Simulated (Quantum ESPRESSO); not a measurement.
# InTe2: zone-centre phonons under several settings

```
In Te
1.0
     0.00000    3.63009    3.63009
     3.63009    0.00000    3.63009
     3.63009    3.63009    0.00000
In Te
1 2
Cartesian
  5.4451 5.4451 5.4451
  0.0000 0.0000 0.0000
  1.8150 1.8150 1.8150
```

The cell was built by a generator and needn't be a form met in nature.

All runs used Quantum ESPRESSO 7.5; k mesh 2 × 2 × 2, shifted; given cell, atoms relaxed; no spin polarisation; occupations fermi-dirac, width 0.05 eV.

| level | potentials | cutoff (eV) | pressure (GPa) | lowest optical mode without the field (cm⁻¹) | highest optical mode without the field (cm⁻¹) |
| --- | --- | --- | --- | --- | --- |
| PBE | JTH 2.0 PBE | 707 | 4.1 | 138i | 67 |
| PBE | SSSP 1.3 efficiency PBE | 748 | ? | ? | ? |
| PBE | GBRV 1.5 PBE | 762 | 4.1 | 136i | 67 |
| PBE | SG15 PBE 1.2 | 952 | 4.5 | 137i | 68 |
| PBE | SPMS 1.0 PBE | 952 | 4.4 | 138i | 68 |
| PBE | Ansatz NC SR PBE | 1116 | 4.4 | 140i | 67 |
| PBE | PseudoDojo 0.4.1 SR PBE standard | 1088 | 4.4 | 138i | 68 |

Problem. What stands in the row left open?

Solution. Pressure 4.1 GPa; lowest optical mode without the field 136i cm⁻¹; highest optical mode without the field 67 cm⁻¹.

Values marked i are imaginary: the cell is unstable against those modes at that level, or the meshes are too thin.

Caveats: all runs use coarse meshes; the mesh is thin for the phonons of a metal; some modes are imaginary; the cell is more than 3 GPa from zero pressure, which shifts response properties.

For the row left open. Caveat: the k mesh is coarse (spacing up to 0.75 Å⁻¹), so the values aren't converged; the mesh is thin for the phonons of a metal; some modes are imaginary; the cell is more than 3 GPa from zero pressure, which shifts response properties.

The runs don't all hold the same shells in valence.
